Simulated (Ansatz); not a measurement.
# Br₂GaH₃OSi: taking an electron away

How much energy removes an electron from Br₂GaH₃OSi at fixed geometry? The cation is run at each level and the neutral's energy taken from earlier runs.

Program: Ansatz 0.2.0, Gaussian basis. Level of theory: unrestricted cation, the program's frozen cores in correlated methods. These are calculated values, not measurements.

Plan: UKS PBE-D4/def2-TZVPP; UKS r2SCAN-D4/def2-TZVPP; UKS PBE0-D4/def2-TZVPP; UKS B3LYP-D4/def2-TZVPP; UKS wB97X-V/def2-TZVPP; UKS wB97M-V/def2-TZVPP; UKS B2PLYP/def2-TZVPP; UHF-CCSD(T)/def2-TZVPP; UHF-MP2/def2-QZVPP; extrapolation to the limit; then −ε(HOMO) from the neutral's earlier runs with LDA (SPW92), PBE-D4, revPBE-D4, BLYP-D4, r2SCAN-D4, B97M-V, PBE0-D4, B3LYP-D4, r2SCANh-D4, r2SCAN0-D4, HSE06-D4, BHLYP-D4, CAM-B3LYP-D4, LC-ωPBE, ωB97X-V, ωB97M-V.

## 1. The geometry

All runs share one geometry, relaxed beforehand with PBE0-D4 in a triple-zeta def2 set.

SMILES `[SiH3][O][Ga]([Br])[Br]`, 8 atoms, charge 0, spin multiplicity 1.

Atoms are counted from 1 here; the program's logs count them from 0.

Bond lengths: Si1–O2 1.642 Å, Si1–H6 1.487 Å, Si1–H7 1.484 Å, Si1–H8 1.488 Å, O2–Ga3 1.757 Å, Ga3–Br4 2.254 Å, Ga3–Br5 2.263 Å. Angles: O2–Si1–H6 110.1°, O2–Si1–H7 108.0°, O2–Si1–H8 111.0°, H6–Si1–H7 109.5°, H6–Si1–H8 108.8°, H7–Si1–H8 109.4°, Si1–O2–Ga3 138.0°, O2–Ga3–Br4 118.3°, O2–Ga3–Br5 119.8°, Br4–Ga3–Br5 121.9°.

## 2. Cation, UKS PBE-D4/def2-TZVPP

The input, in.yaml:

```yaml
crystal:
  periodic: [false, false, false]
  atoms:
    - {symbol: Si, position_ang: [0.271719, -0.624843, 1.297112]}
    - {symbol: O, position_ang: [-0.337724, -0.562070, -0.226181]}
    - {symbol: Ga, position_ang: [-0.402222, 0.579399, -1.560661]}
    - {symbol: Br, position_ang: [-1.466090, -0.042116, -3.447878]}
    - {symbol: Br, position_ang: [0.571259, 2.611545, -1.350548]}
    - {symbol: H, position_ang: [-0.693893, -0.030300, 2.258316]}
    - {symbol: H, position_ang: [0.499621, -2.049824, 1.642246]}
    - {symbol: H, position_ang: [1.557330, 0.118220, 1.387603]}
basis:
  gaussian: {orbitals: def2-TZVPP}
total_charge: 1
magnetization: {spin_polarized: true, initial_magnetization: 1}
hamiltonian: {xc: pbe, dispersion: d4}
```

The run is started by

```bash
$ ansatz run in.yaml --threads 2 --pin off --events-out ev --progress --plain --max-ram 20480MiB --backend cpu
```

After this run come: Cation, UKS r2SCAN-D4/def2-TZVPP; Cation, UKS PBE0-D4/def2-TZVPP; Cation, UKS B3LYP-D4/def2-TZVPP; Cation, UKS wB97X-V/def2-TZVPP; Cation, UKS wB97M-V/def2-TZVPP; Cation, UKS B2PLYP (frozen core)/def2-TZVPP; Cation, UHF-CCSD(T)/def2-TZVPP; Cation, UHF-MP2/def2-QZVPP.

Q: Predict the results of all the runs planned. Wanted: ionisation energy, CCSD(T)/CBS; nearest functional by difference; nearest −ε(HOMO); −ε(HOMO) of PBE; T1 of the cation.

As calculated:

| quantity | value |
| --- | --- |
| ionisation energy, CCSD(T)/CBS | 11.37 eV |
| nearest functional by difference | ωB97X-V (-0.17 eV) |
| nearest −ε(HOMO) | LC-ωPBE (+0.15 eV) |
| −ε(HOMO) of PBE | 7.48 eV |
| T1 of the cation | 0.026 |

**Reading.** By cation minus neutral, the functionals miss by 1.45 eV at most. −ε(HOMO) of PBE misses by 3.9 eV, since self-interaction lifts the level. Among orbital estimates LC-ωPBE comes nearest. Hartree-Fock falls 1.03 eV short, as the neutral has more correlation energy than the cation. Correlated methods include outer-core shells of Br, Ga, which these sets cover unevenly. With outer-core shells in play the reference is unsure by up to some tenths of an eV, so close misses can't be ranked.
